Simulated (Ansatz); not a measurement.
# C3H5Sb, SMILES [SbH2][C]1=CC1: an atomisation energy

Computed with Ansatz 0.2.0 through its Python package.

Script `tae_c3h5sb.py`:
```python
# -*- coding: utf-8 -*-
"""Atomisation energy of C3H5Sb at the given geometry."""

from collections import Counter
from dataclasses import dataclass

import ansatz
from ase import Atoms


@dataclass
class Settings:
    basis_set: str = "def2-SVP"
    functional: str = "hf"


cfg = Settings()


def energy_of(molecule, charge=0, unpaired=0):
    calc = (
        molecule.calculation()
        .basis(gaussian=cfg.basis_set)
        .functional(cfg.functional)
        .accuracy("medium")
    )
    if charge:
        calc = calc.charge(charge)
    if unpaired:
        calc = calc.spin("collinear", total=unpaired)
    report = calc.run(threads=1, backend="cpu").report
    if report["published_state_doubts"]:
        print("  doubts:", report["published_state_doubts"])
    return report["free_energy_ev"]


def main():
    atoms = Atoms(["Sb", "C", "C", "C", "H", "H", "H", "H", "H"], positions=[
        (-0.3953, 2.0217, -0.7312),
        (0.2229, 0.2021, 0.0625),
        (1.2223, -0.8047, 0.2113),
        (0.0734, -0.9346, 0.8232),
        (-0.5833, 1.3601, -2.3699),
        (-2.1142, 1.7066, -0.3349),
        (2.2811, -1.1745, 0.0298),
        (-0.6209, -1.6728, 0.3282),
        (0.0026, -0.75, 1.9638),
    ])
    mol = ansatz.Crystal.molecule_from_ase(atoms)

    # unpaired electrons of the ground-state atoms
    unpaired = {"Sb": 3, "C": 2, "H": 1}
    counts = Counter(site.symbol for site in mol.cartesian_sites)
    atom_energy = {s: energy_of(ansatz.Crystal.molecule().atom(s, (0, 0, 0)), 0, unpaired[s]) for s in counts}
    whole = energy_of(mol, 0, 0)
    for s, e in atom_energy.items():
        print(f"{s:2s} x{counts[s]}  {e:14.5f} eV")
    print(f"C3H5Sb: {whole:.5f} eV")
    split = sum(counts[s] * e for s, e in atom_energy.items()) - whole
    print(f"atomisation energy (no zero-point term): {96.485332 * split:.1f} kJ/mol, {split / sum(counts.values()):.3f} eV an atom")


if __name__ == "__main__":
    main()
```

```console
$ python tae_c3h5sb.py
Sb x1     -6510.95945 eV
C  x3     -1024.37889 eV
H  x5       -13.58606 eV
C3H5Sb: -9673.06415 eV
atomisation energy (no zero-point term): 2029.8 kJ/mol, 2.338 eV an atom
```

2029.8 kJ/mol from the electronic energies, without the zero-point term.

Notes:
- These settings explore the input space; basis and method may be short of convergence.
- The geometry is a force-field or estimated start, not a minimum of this method, and the basis set is short of its limit. All parts are taken at fixed geometry, without zero-point energy.
- def2 sets replace the cores of elements past krypton by effective core potentials.
- Hartree-Fock leaves correlation out, so bond, atomisation and ionisation energies come out well too low.
- The spin-orbit lowering of heavy atoms is left out.
- Hardware and time: 1.5 s on 1 thread of Arm Neoverse V2, with other jobs on the host, peak memory 0.24 GiB.

(A comment or docstring line of the script was reworded after the run, the code is as it ran; lines on the test bed's own set-up are left out of the output.)
